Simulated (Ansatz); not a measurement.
A nudged elastic band was laid between two geometries of a periodic cell of 63 atoms, Si₆₂P (host Si, host structure diamond, dopant P, one Si atom removed), cell charge -1.

The calculation used DFT PBE, scalar-relativistic, plane waves, PAW in Ansatz 0.2.0. Settings: PAW set soft_1, cutoff 420 eV, k mesh 1x1x1, gaussian smearing 0.02 eV, no spin polarisation.

| Property | Result |
| --- | --- |
| movable images | 5 |
| climbing image | yes |
| spring | 5.0 eV/Å² |
| optimiser | quadratic models (default) |
| start path | IDPP |
| force threshold | 0.03 eV/Å |
| iteration limit | 80 |
| end points | relaxed |

Image 0:

```xyz
63
Lattice="10.8600 0.0000 0.0000 0.0000 10.8600 0.0000 0.0000 0.0000 10.8600" Properties=species:S:1:pos:R:3
Si 5.356 0.032 0.024
Si 6.775 1.360 1.360
Si 8.171 2.680 0.013
Si 9.589 4.028 1.318
Si 8.221 0.031 2.663
Si 9.715 1.430 3.855
P -0.005 -0.035 0.001
Si 2.349 2.711 0.440
Si 4.015 4.072 1.422
Si 5.401 5.392 0.010
Si 6.804 6.722 1.370
Si 8.068 8.135 -0.019
Si 9.491 9.481 1.268
Si 2.715 0.040 2.715
Si 4.084 1.361 4.088
Si 5.430 2.722 2.731
Si 6.817 4.050 4.083
Si 8.208 5.366 2.723
Si 9.520 6.798 4.056
Si 5.438 0.000 5.443
Si 6.798 1.342 6.801
Si 8.225 2.673 5.365
Si 9.509 4.031 6.784
Si 8.140 -0.035 8.143
Si 9.514 1.280 9.519
Si -0.048 5.497 -0.043
Si 1.356 6.782 1.360
Si 2.676 8.166 0.014
Si 4.042 9.498 1.395
Si 0.433 2.716 2.352
Si 1.417 4.074 4.021
Si 2.773 5.521 2.777
Si 4.126 6.871 4.130
Si 5.483 8.162 2.705
Si 6.834 9.540 4.046
Si 0.020 0.033 5.360
Si 1.356 1.360 6.780
Si 2.726 2.722 5.433
Si 4.079 4.049 6.820
Si 5.446 5.420 5.450
Si 6.789 6.785 6.794
Si 8.137 8.143 5.410
Si 9.499 9.523 6.724
Si 2.658 0.031 8.225
Si 3.851 1.430 9.718
Si 5.362 2.672 8.228
Si 6.780 4.032 9.513
Si 8.131 5.396 8.135
Si 9.445 6.838 9.448
Si 0.010 8.167 2.679
Si 1.392 9.501 4.043
Si 0.005 5.393 5.407
Si 1.368 6.722 6.807
Si 2.701 8.163 5.485
Si 4.041 9.540 6.838
Si 0.009 2.680 8.176
Si 1.314 4.026 9.596
Si 2.719 5.365 8.213
Si 4.052 6.797 9.524
Si 5.406 8.143 8.142
Si 6.720 9.524 9.502
Si -0.021 8.135 8.072
Si 1.263 9.481 9.496
```

Image 6:

Only the atoms that move by more than 0.05 Å are listed.
```
Si1 5.440 0.001 0.001
Si4 9.546 4.043 1.353
Si6 9.546 1.353 4.043
P7 1.317 1.317 1.317
Si8 2.699 2.699 0.101
Si9 4.084 4.084 1.387
Si11 6.771 6.771 1.335
Si12 8.143 8.143 -0.010
Si13 9.557 9.557 1.196
Si14 2.699 0.101 2.699
Si18 8.166 5.430 2.697
Si22 8.166 2.697 5.430
Si25 9.557 1.196 9.557
Si26 0.001 5.440 0.001
Si29 4.043 9.546 1.353
Si30 0.101 2.699 2.699
Si31 1.387 4.084 4.084
Si32 2.727 5.464 2.727
Si33 4.081 6.816 4.081
Si34 5.430 8.166 2.697
Si36 0.001 0.001 5.440
Si43 9.491 9.491 6.775
Si45 4.043 1.353 9.546
Si46 5.430 2.697 8.166
Si49 9.491 6.775 9.491
Si51 1.353 9.546 4.043
Si53 1.335 6.771 6.771
Si54 2.697 8.166 5.430
Si57 1.353 4.043 9.546
Si58 2.697 5.430 8.166
Si61 6.775 9.491 9.491
Si62 -0.010 8.143 8.143
Si63 1.196 9.557 9.557
```

(1) Which bonds break or form, and what moves?

(2) Give the energies along the band, and the barrier.

(3) What is the geometry of the highest image?

Answers

(1) Contacts lost: P7–Si13, P7–Si25, P7–Si63. Contacts made: P7–Si8, P7–Si14, P7–Si30. The atom that moves furthest is P7, by 2.30 Å.

(2) The forces met the threshold. The highest image is number 3 of 0 to 6, 0.95 eV above the first end and 0.76 eV above the last; the last end lies 0.19 eV above the first. By the program's own check the climbing image is a first-order saddle point (lowest curvatures found: -2.85 and 0.69 eV/Å²). Limits of this set-up: coarse k mesh, charged cell in a uniform background, uncorrected.

| image | path coordinate (Å) | energy (eV) | P7–Si13 (Å) | P7–Si25 (Å) | P7–Si63 (Å) |
| --- | --- | --- | --- | --- | --- |
| 0 | 0.00 | 0.00 | 2.30 | 2.31 | 2.30 |
| 1 | 0.77 | 0.27 | 2.32 | 2.39 | 2.32 |
| 2 | 1.54 | 0.62 | 2.34 | 2.92 | 2.33 |
| 3 | 2.32 | 0.95 | 2.75 | 3.27 | 2.39 |
| 4 | 3.06 | 0.62 | 3.43 | 3.48 | 2.55 |
| 5 | 3.81 | 0.34 | 3.59 | 3.60 | 3.29 |
| 6 | 4.55 | 0.19 | 3.71 | 3.71 | 3.71 |

(3) 
```xyz
63
Lattice="10.8600 0.0000 0.0000 0.0000 10.8600 0.0000 0.0000 0.0000 10.8600" Properties=species:S:1:pos:R:3
Si 5.435 -0.006 -0.003
Si 6.785 1.376 1.352
Si 8.191 2.678 -0.021
Si 9.539 4.026 1.382
Si 8.224 0.056 2.665
Si 9.580 1.422 4.021
P 1.018 0.336 0.680
Si 2.540 2.540 0.079
Si 3.969 3.995 1.340
Si 5.402 5.411 0.003
Si 6.804 6.813 1.359
Si 8.220 8.246 0.021
Si 9.674 9.673 1.284
Si 2.557 -0.147 2.442
Si 3.857 1.324 3.873
Si 5.376 2.700 2.700
Si 6.757 4.053 4.068
Si 8.124 5.391 2.671
Si 9.442 6.791 4.040
Si 5.312 0.053 5.305
Si 6.677 1.392 6.716
Si 8.157 2.717 5.404
Si 9.498 4.059 6.817
Si 8.063 0.048 8.066
Si 9.452 1.211 9.525
Si -0.020 5.433 0.010
Si 1.363 6.781 1.365
Si 2.808 8.062 0.004
Si 4.154 9.408 1.357
Si 0.149 2.764 2.693
Si 1.307 4.153 4.155
Si 2.702 5.414 2.730
Si 4.078 6.776 4.075
Si 5.514 8.153 2.788
Si 6.849 9.570 4.093
Si 0.009 0.014 5.408
Si 1.343 1.348 6.813
Si 2.669 2.698 5.397
Si 4.042 4.044 6.771
Si 5.424 5.424 5.438
Si 6.793 6.792 6.784
Si 8.173 8.175 5.450
Si 9.519 9.548 6.824
Si 2.742 -0.003 8.149
Si 4.038 1.360 9.539
Si 5.425 2.774 8.181
Si 6.825 4.092 9.550
Si 8.163 5.458 8.153
Si 9.517 6.840 9.521
Si -0.003 8.178 2.683
Si 1.359 9.474 4.072
Si -0.037 5.539 5.505
Si 1.302 6.903 6.916
Si 2.721 8.127 5.455
Si 4.088 9.495 6.766
Si -0.065 2.637 8.199
Si 1.300 3.993 9.556
Si 2.646 5.367 8.129
Si 4.063 6.702 9.433
Si 5.440 8.138 8.146
Si 6.802 9.515 9.491
Si 0.032 8.359 8.348
Si 1.503 9.658 9.779
```

The run took 12 min on 4 threads of Arm Neoverse V1, on a shared host, peak memory 3.7 GiB.
